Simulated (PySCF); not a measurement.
**[Nd(H2O)]3+: other functionals and bases at one geometry**

One table from this session's results is given with a row withheld; the runs are named, their logs left out.

Program: PySCF 2.14.0. Level of theory: several levels, as the steps say, no spin–orbit coupling. These are calculated values, not measurements.

5 further runs of the same task are left out: 2 for a known fault of the program, 2 that didn't finish, 1 set aside as unsound or not needed.

## The system as given

4 atoms, charge 3, spin multiplicity 1.

Bond lengths: Nd1–O2 2.259 Å, O2–H3 1.011 Å, O2–H4 1.011 Å. Angles: Nd1–O2–H3 128.8°, Nd1–O2–H4 128.8°, H3–O2–H4 102.5°.

Coordinates:

```xyz
4

Nd    0.0000    0.0000   -0.1158
O     0.0000    0.0000    2.1435
H     0.7885    0.0000    2.7768
H    -0.7885    0.0000    2.7768
```

Formal oxidation states: Nd +3. Each metal's 3 4f electrons lie in its core potential, so multiplicities, spins and levels count the valence alone. An earlier session relaxed this geometry at TPSS, Nd lcecp-1-SVP with ECP49, O def2-SVP, H def2-SVP (singlet, point group C2v).

At TPSS on the finer grid: E = -108.993734 Eh, HOMO -26.06 eV, LUMO -21.26 eV, Mulliken charge on Nd1 +2.54 e, largest force component 0.002 eV/Å. 

Levels to run: r2SCAN; CAM-B3LYP; M06-L; BP86; TPSS, TZVP. Hardware: 2 threads of Intel Xeon 6975P-C (Granite Rapids), shared host.

The first run:

File run.py (the lines that set the calculation):

```python
mol = gto.M(atom='''
Nd     0.00000     0.00000    -0.11581
O      0.00000     0.00000     2.14351
H      0.78848     0.00000     2.77684
H     -0.78848     0.00000     2.77684''',
    basis={'Nd': 'lcecp-1-SVP', 'O': 'def2-SVP', 'H': 'def2-SVP'},
    ecp={'Nd': 'lcecp-1-SVP'},
    charge=3, spin=0)
mf = dft.RKS(mol, xc='R2SCAN')
mf.grids.atom_grid = (75, 302)  # f atoms: unpruned, at least (60, 302)
mf = mf.density_fit()  # fitting sets: Nd AutoAux, O def2-universal-JKFIT, H def2-universal-JKFIT
mf.conv_tol = 1e-08; mf.max_cycle = 55
mf.kernel(dm0)  # dm0: the density of the relaxed state
```

Command:

```console
> OMP_NUM_THREADS=2 python run.py
```

Steps of the session up to this table: r2SCAN; CAM-B3LYP; M06-L; BP86; TPSS, TZVP.

One table of the session follows, with a row left open; its other results are not shown here.

| level | HOMO (eV) | gap (eV) | charge on Nd1 (e) | dipole (D) | largest force component (eV/Å) |
| --- | --- | --- | --- | --- | --- |
| TPSS (relaxed here) | -26.06 | 4.80 | 2.54 | 3.04 | 0.00 |
| r2SCAN | -26.28 | 5.48 | 2.57 | 2.85 | 0.30 |
| CAM-B3LYP | -29.09 | 9.70 | 2.57 | 2.71 | 0.29 |
| M06-L | ? | ? | ? | ? | ? |
| BP86 | -26.14 | 4.70 | 2.52 | 3.14 | 0.20 |
| TPSS, TZVP | -26.05 | 4.79 | 2.64 | 3.08 | 0.25 |

Q: Estimate the row for M06-L from the others.

The run gave: HOMO (eV): -26.18; gap (eV): 5.31; charge on Nd1 (e): 2.59; dipole (D): 2.70; largest force component (eV/Å): 0.60. In the column «HOMO (eV)» it lies between r2SCAN (-26.28) and BP86 (-26.14).

The dipole of a charged species depends on the origin, so these sizes hold for this origin alone.

In one basis the HOMO–LUMO gap runs from 4.70 eV (BP86) to 9.70 eV (CAM-B3LYP). The largest leftover force, 0.60 eV/Å with M06-L, stands at a geometry relaxed at another level. With 4f in the core, its levels are missing from HOMO and gap, and its count is fixed, so no charge can pass from the ligands into it. Total energies of different levels can't be compared.
